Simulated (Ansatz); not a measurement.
I need an atomisation energy of Cl3GeH, SMILES [Cl][GeH]([Cl])[Cl]. Use Ansatz's Python interface. Settings (for the species named): MP2, 6-31G* basis, multiplicity 1.

The script reads `cl3geh.xyz`:
```text
5

Cl   -1.16390   -0.02630    1.76170
Ge    0.06890    0.08350    0.00750
Cl    1.11670   -1.78240   -0.18110
Cl   -1.05680    0.40630   -1.76860
H     1.08510    1.24530    0.13920
```

Script `tae.py`:
```python
"""Atomisation energy of Cl3GeH at the given geometry."""

from collections import Counter

import ansatz as az


def single_point(molecule, charge=0, unpaired=0):
    calc = molecule.calculation().basis(gaussian="6-31G*").correlation("mp2")
    if charge:
        calc = calc.charge(charge)
    if unpaired:
        calc = calc.spin("collinear", total=unpaired)
    report = calc.run(threads=1, pin="off").report
    if report["published_state_doubts"]:
        print("  doubts:", report["published_state_doubts"])
    return report["free_energy_ev"]


def main() -> None:
    cl3geh = az.Crystal.molecule_from_extxyz("cl3geh.xyz")

    # Hund ground states
    unpaired = {"Cl": 1, "Ge": 2, "H": 1}
    counts = Counter(site.symbol for site in cl3geh.cartesian_sites)
    atom_energy = {s: single_point(az.Crystal.molecule().atom(s, (0, 0, 0)), 0, unpaired[s]) for s in counts}
    whole = single_point(cl3geh, 0, 0)
    for s, e in atom_energy.items():
        print(f"{s:2s} x{counts[s]}  {e:14.5f} eV")
    print(f"Cl3GeH: {whole:.5f} eV")
    split = sum(counts[s] * e for s, e in atom_energy.items()) - whole
    print(f"atomisation energy (no zero-point term): {split:.3f} eV, {split / sum(counts.values()):.3f} eV an atom")


if __name__ == "__main__":
    main()
```

```console
$ python tae.py
Cl x3    -12505.05874 eV
Ge x1    -56470.45030 eV
H  x1       -13.55761 eV
Cl3GeH: -94011.80774 eV
atomisation energy (no zero-point term): 12.624 eV, 2.525 eV an atom
```

12.624 eV from the electronic energies, without the zero-point term.

Reading the output:
- Total energies depend on the basis set; only differences at equal settings carry meaning.
- The geometry is a force-field or estimated start, not a minimum of this method, and the basis set is short of its limit. All parts are taken at fixed geometry, without zero-point energy.
- In double-zeta sets correlated atomisation energies come out some 10 to 15 % low.
- Wall time of the script: 3.2 s on 1 thread of Arm Neoverse V1, with other jobs on the host, peak memory 0.24 GiB.

(Lines on the test bed's own set-up are left out of the output.)
